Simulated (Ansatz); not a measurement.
# SnH₃F: a ladder of functionals and wavefunction methods

How much do the methods differ for SnH₃F? The plan is to run it at one geometry with functionals of several rungs and with coupled cluster, and see how far each lands from CCSD(T) at the basis-set limit for the atomisation energy.

Method: functionals in def2-TZVPP, the program's frozen cores in correlated methods; program: Ansatz 0.2.0, Gaussian basis.

The runs, in order: LDA (SPW92), PBE-D4, revPBE-D4, BLYP-D4, r2SCAN-D4, B97M-V, PBE0-D4, B3LYP-D4, r2SCANh-D4, r2SCAN0-D4, HSE06-D4, BHLYP-D4, CAM-B3LYP-D4, LC-ωPBE, ωB97X-V, ωB97M-V, B2PLYP, PBE-QIDH; CCSD(T)/def2-SVP; CCSD(T)/def2-TZVPP; MP2/def2-QZVPP; extrapolation to the limit; RPA on PBE.

**1. Structure used throughout**

All runs share one geometry, relaxed beforehand with PBE0-D4 in a triple-zeta def2 set. Sn takes the def2 core potential; no spin-orbit term is included.

5 atoms, charge 0, spin multiplicity 1.

Atoms are counted from 1 here; the program's logs count them from 0.

Bond lengths: F1–Sn2 1.926 Å, Sn2–H3 1.701 Å, Sn2–H4 1.701 Å, Sn2–H5 1.701 Å. Angles: F1–Sn2–H3 104.7°, F1–Sn2–H4 104.7°, F1–Sn2–H5 104.7°, H3–Sn2–H4 113.8°, H3–Sn2–H5 113.8°, H4–Sn2–H5 113.8°.

**2. LDA**

This LDA is Slater exchange with PW92 correlation.

Input file in.yaml:

```yaml
crystal:
  periodic: [false, false, false]
  atoms:
    - {symbol: F, position_ang: [-1.285011, 0.718292, 1.005022]}
    - {symbol: Sn, position_ang: [0.100384, -0.065890, -0.079026]}
    - {symbol: H, position_ang: [-0.528442, -0.054778, -1.659125]}
    - {symbol: H, position_ang: [0.318914, -1.626454, 0.560621]}
    - {symbol: H, position_ang: [1.444057, 0.955230, 0.131007]}
basis:
  gaussian: {orbitals: def2-TZVPP}
hamiltonian: {xc: lda}
output: {orbitals: {seedname: orbitals}}
```

After this run come: PBE-D4 (GGA); revPBE-D4 (GGA); BLYP-D4 (GGA); r2SCAN-D4 (meta-GGA); B97M-V (meta-GGA); PBE0-D4 (hybrid); B3LYP-D4 (hybrid); r2SCANh-D4 (hybrid); r2SCAN0-D4 (hybrid); HSE06-D4 (hybrid); BHLYP-D4 (hybrid); CAM-B3LYP-D4 (range-separated); LC-ωPBE-D4 (range-separated); ωB97X-V (range-separated); ωB97M-V (range-separated); B2PLYP (double hybrid); PBE-QIDH (double hybrid); CCSD(T) in def2-SVP; CCSD(T) in def2-TZVPP; MP2 in def2-QZVPP; RPA on PBE orbitals.

**Question.** What will the summary of the whole plan be? Wanted: atomisation energy, CCSD(T)/CBS; farthest beyond LDA; mean size of error, GGA; mean size of error, meta-GGA; mean size of error, hybrid; mean size of error, range-separated; mean size of error, double hybrid; gap, smallest and largest; T1 diagnostic.

**Answer**, as computed:

```
                               quantity                                      value
        atomisation energy, CCSD(T)/CBS                              1274.4 kJ/mol
 functionals within 12.7 kJ/mol (1.0 %)                      CAM-B3LYP-D4, ωB97X-V
                    farthest beyond LDA                    BHLYP-D4 (-63.0 kJ/mol)
                mean size of error, GGA                                40.7 kJ/mol
           mean size of error, meta-GGA                                21.3 kJ/mol
             mean size of error, hybrid                                48.5 kJ/mol
    mean size of error, range-separated                                15.8 kJ/mol
      mean size of error, double hybrid                                47.7 kJ/mol
              gap, smallest and largest  6.12 eV (LDA (SPW92)), 13.27 eV (LC-ωPBE)
                          T1 diagnostic                                     0.0138
triples share of the correlation energy                                      2.5 %
```

**Reading.** LDA overbinds by 155.4 kJ/mol (12 %). PBE-D4 is off by -30.7 kJ/mol. Double hybrids carry the basis error of their MP2 part in triple zeta, and no dispersion term here, so their miss is partly the set-up's. Taken by rung, range-separated functionals do best (15.8 kJ/mol on average) and hybrid ones worst beyond LDA (48.5 kJ/mol). The gap between the best rungs is small, so their order is not settled. The mean of the hybrids holds BHLYP, with half exact exchange. The reference freezes the cores and leaves out spin-orbit coupling and excitations past (T), and its outer-core shells are covered unevenly, so misses under about 12.7 kJ/mol can't be ranked. All levels share the lack of spin-orbit coupling, which lowers the free heavy atoms and so the true binding. Hartree-Fock recovers 69 % of the binding; the rest is correlation. CCSD(T) in def2-SVP is off by -116.6 kJ/mol, which most functionals beat. The gap grows from 6.1 to 13.3 eV across the functionals, mostly with the share of exact exchange. Correlated methods include outer-core shells of Sn, which these sets cover unevenly.
